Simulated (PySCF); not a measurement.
# C4H5F3N2: reorganisation energies

What do calculations give for the reorganisation energies of C4H5F3N2 (`C=C/C(=N\N)C(F)(F)F`)?

Computed with PySCF 2.14.0 and routines of our own; the level stands in each step. Atoms count from 0.

## Step 1: The system as given

14 atoms, charge 0, multiplicity 1; geometry from: GFN2-xTB.

## Step 2: Optimising the geometry at PBE0/6-31G*

Job settings and geometry (Å):

```
{"job": {"xc": "PBE0", "basis": "6-31G*", "grid": 1, "kind": "geom"}, "charge": 0, "multiplicity": 1}
C     -0.092715     1.971316    -0.731389
C     -0.575509     0.751279    -0.512895
C      0.128112    -0.338029     0.141046
N     -0.298745    -1.520495     0.404940
N     -1.482987    -1.979606     0.077097
C      1.546439    -0.103802     0.598214
F      1.635003     0.879824     1.517365
F      2.364130     0.263675    -0.408142
F      2.097188    -1.185379     1.153500
H     -0.688321     2.718951    -1.226510
H      0.895946     2.271983    -0.433773
H     -1.579880     0.516886    -0.842971
H     -2.232612    -1.385777    -0.260286
H     -1.716726    -2.861299     0.501638
```

Launch:

```bash
OMP_NUM_THREADS=1 python excited_run.py task.json out
```

This one command runs all jobs of the session in turn.

What it wrote:

```text
step   0  E = -563.80671803  max force = 0.011828
step   1  E = -563.80784827  max force = 0.014776
step   2  E = -563.80434605  max force = 0.030813
step   3  E = -563.80839971  max force = 0.010788
step   4  E = -563.80802933  max force = 0.011553
step   5  E = -563.80917182  max force = 0.003882
step   6  E = -563.80932831  max force = 0.001549
step   7  E = -563.80941837  max force = 0.002386
step   8  E = -563.80957178  max force = 0.003671
step   9  E = -563.80985082  max force = 0.002393
step  10  E = -563.80989021  max force = 0.002563
step  11  E = -563.80997827  max force = 0.001769
step  12  E = -563.80999474  max force = 0.000586
step  13  E = -563.81000017  max force = 0.000483
step  14  E = -563.81000132  max force = 0.000301
optimisation converged
```

It took 97 s on 1 thread of Arm Neoverse V1, shared host; peak memory 0.61 GiB.

Step by step: (the energy doesn't fall at every step)

| step | energy from step 0 (eV) | largest force component (eV/Å) |
| --- | --- | --- |
| 0 | 0.0000 | 0.6082 |
| 1 | -0.0308 | 0.7598 |
| 2 | 0.0645 | 1.5845 |
| 3 | -0.0458 | 0.5547 |
| 4 | -0.0357 | 0.5941 |
| 5 | -0.0668 | 0.1996 |
| 6 | -0.0710 | 0.0797 |
| 7 | -0.0735 | 0.1227 |
| 8 | -0.0777 | 0.1888 |
| 9 | -0.0852 | 0.1231 |
| 10 | -0.0863 | 0.1318 |
| 11 | -0.0887 | 0.0910 |
| 12 | -0.0892 | 0.0301 |
| 13 | -0.0893 | 0.0248 |
| 14 | -0.0893 | 0.0155 |

Close pairs (by a distance rule), those that changed most:

| bond | before (Å) | after (Å) | change (Å) |
| --- | --- | --- | --- |
| N3–N4 | 1.312 | 1.344 | +0.032 |
| C1–C2 | 1.452 | 1.463 | +0.011 |
| C0–H10 | 1.075 | 1.085 | +0.010 |
| C0–H9 | 1.076 | 1.086 | +0.009 |
| C0–C1 | 1.330 | 1.338 | +0.008 |
| C1–H11 | 1.083 | 1.090 | +0.007 |
| C5–F8 | 1.335 | 1.329 | -0.006 |
| N4–H13 | 1.006 | 1.010 | +0.004 |

The next job starts from the end point, and lists it.

```csv
at the end point,value
point group (found at 0.08 Å tolerance),C1
"rotational constants (GHz, main isotopes)","2.074, 1.509, 1.039"
dipole moment (D),3.83
```

## Step 3: Relaxation after adding or removing an electron (C4H5F3N2+ (doublet)): UKS PBE0/6-31G*

Job settings and geometry (Å):

```
{"job": {"kind": "ionopt", "ions": [1], "xc": "PBE0", "basis": "6-31G*", "grid": 1}, "charge": 1, "multiplicity": 2}
C     -0.304012     1.940344    -0.640092
C     -0.518464     0.619893    -0.647537
C      0.218150    -0.384539     0.119860
N     -0.199126    -1.568558     0.401053
N     -1.433074    -1.939685     0.020255
C      1.617101    -0.072454     0.589022
F      1.604038     0.927938     1.499469
F      2.390693     0.348007    -0.426803
F      2.214934    -1.116116     1.154873
H     -0.880845     2.599053    -1.282225
H      0.444800     2.402216    -0.005283
H     -1.283852     0.218561    -1.312072
H     -2.150455    -1.219774     0.008284
H     -1.724677    -2.769600     0.516999
```

Level: UKS PBE0/6-31G* geometry optimisation of the ion from the geometry of its parent, gas phase.

What it wrote:

```text
step       E/Eh        max force   <S^2>
  0    -563.48129874   0.084985   0.7691
  1    -563.50389482   0.044793   0.7820
  2    -563.50870722   0.005790   0.7814
  3    -563.50886976   0.012641   0.7835
  4    -563.50990477   0.004324   0.7826
  5    -563.50987767   0.004097   0.7832
  6    -563.51013760   0.002036   0.7832
  7    -563.51024631   0.001349   0.7834
  8    -563.51030706   0.001125   0.7838
  9    -563.51034728   0.000459   0.7838
 10    -563.51037235   0.000772   0.7838
 11    -563.51037385   0.000391   0.7838
optimisation converged
```

It took 2.3 min on 1 thread of Arm Neoverse V1, shared host; peak memory 0.73 GiB.

Key values:

| quantity | value |
| --- | --- |
| geometry moved (RMSD) | 0.250 Å |
| ⟨S²⟩ | 0.784 |

Bonds of the start that changed most:

| bond | start (Å) | end (Å) |
| --- | --- | --- |
| N3–N4 | 1.344 | 1.276 |
| C1–C2 | 1.463 | 1.419 |
| C2–N3 | 1.286 | 1.328 |
| C0–C1 | 1.338 | 1.366 |
| C2–C5 | 1.508 | 1.536 |
| C5–F6 | 1.353 | 1.335 |

Mulliken spin populations:

C0 0.39; C1 -0.08; C2 0.23; N3 0.14; N4 0.38; C5 -0.01; F6 0.00; F7 0.01; F8 0.00; H9 -0.02; H10 -0.02; H11 0.00; H12 -0.02; H13 -0.01

## Step 4: Reorganisation energies: UKS PBE0/6-31G*

The job, as its differences from that of step 3:

```diff
@@ -1,2 +1,2 @@
-{"job": {"kind": "ionopt", "ions": [1], "xc": "PBE0", "basis": "6-31G*", "grid": 1}, "charge": 1, "multiplicity": 2}
+{"job": {"kind": "reorg", "ions": [1, -1], "xc": "PBE0", "basis": "6-31G*", "grid": 1}, "charge": 0, "multiplicity": 1}
 C     -0.304012     1.940344    -0.640092
```

Level: UKS PBE0/6-31G* four-point reorganisation energy, gas phase.

What it wrote:

```text
final grid: 59224 points
cycle   1  E = -563.6582895490  dE =  1.500e+00  |g| = 9.118e-01  |ddm| = 3.828e+00
cycle   2  E = -563.5220153005  dE =  1.363e-01  |g| = 1.322e+00  |ddm| = 1.389e+00
cycle   3  E = -563.8073406436  dE = -2.853e-01  |g| = 1.012e-01  |ddm| = 8.366e-01
cycle   4  E = -563.8089040832  dE = -1.563e-03  |g| = 6.647e-02  |ddm| = 1.632e-01
cycle   5  E = -563.8099209474  dE = -1.017e-03  |g| = 1.854e-02  |ddm| = 7.019e-02
cycle   6  E = -563.8099938717  dE = -7.292e-05  |g| = 5.686e-03  |ddm| = 2.084e-02
cycle   7  E = -563.8100003909  dE = -6.519e-06  |g| = 1.890e-03  |ddm| = 6.289e-03
cycle   8  E = -563.8100012820  dE = -8.911e-07  |g| = 3.654e-04  |ddm| = 1.961e-03
cycle   9  E = -563.8100013136  dE = -3.161e-08  |g| = 1.624e-04  |ddm| = 4.414e-04
cycle  10  E = -563.8100013189  dE = -5.311e-09  |g| = 4.382e-05  |ddm| = 1.619e-04
cycle  11  E = -563.8100013193  dE = -4.190e-10  |g| = 1.448e-05  |ddm| = 5.291e-05
converged SCF energy = -563.8100013193

hole transfer: vertical 8.7107 eV, relaxation of the ion converged
  adiabatic 8.1533 eV, lambda(ion) 0.5574, lambda(parent) 0.4867, total 1.0441 eV

electron transfer: vertical -0.7785 eV, relaxation of the ion skipped
```

Run time: 15 s. Hardware: 1 thread of Arm Neoverse V1, shared host; peak memory 0.73 GiB.

## Step 5: Results

| quantity | value |
| --- | --- |
| point group | C1 |
| rotational constants (main isotopes) | 2.07, 1.51, 1.04 GHz |
| geometry moved (RMSD) (step 3, UKS PBE0/6-31G*) | 0.250 Å |
| hole reorganisation energy (step 4, UKS PBE0/6-31G*) | 1.0441 eV |

**Reading.** The optimisation took 14 steps and gained 0.089 eV; among the close pairs (by a distance rule), N3–N4 changed most, from 1.312 to 1.344 Å. No frequency check was run at this level, so the end point may be a saddle. In step 3 (relaxation after adding or removing an electron), among the bonds N3–N4 changes most, from 1.344 to 1.276 Å. The atoms move far more than that, so angles or torsions carry the main change.
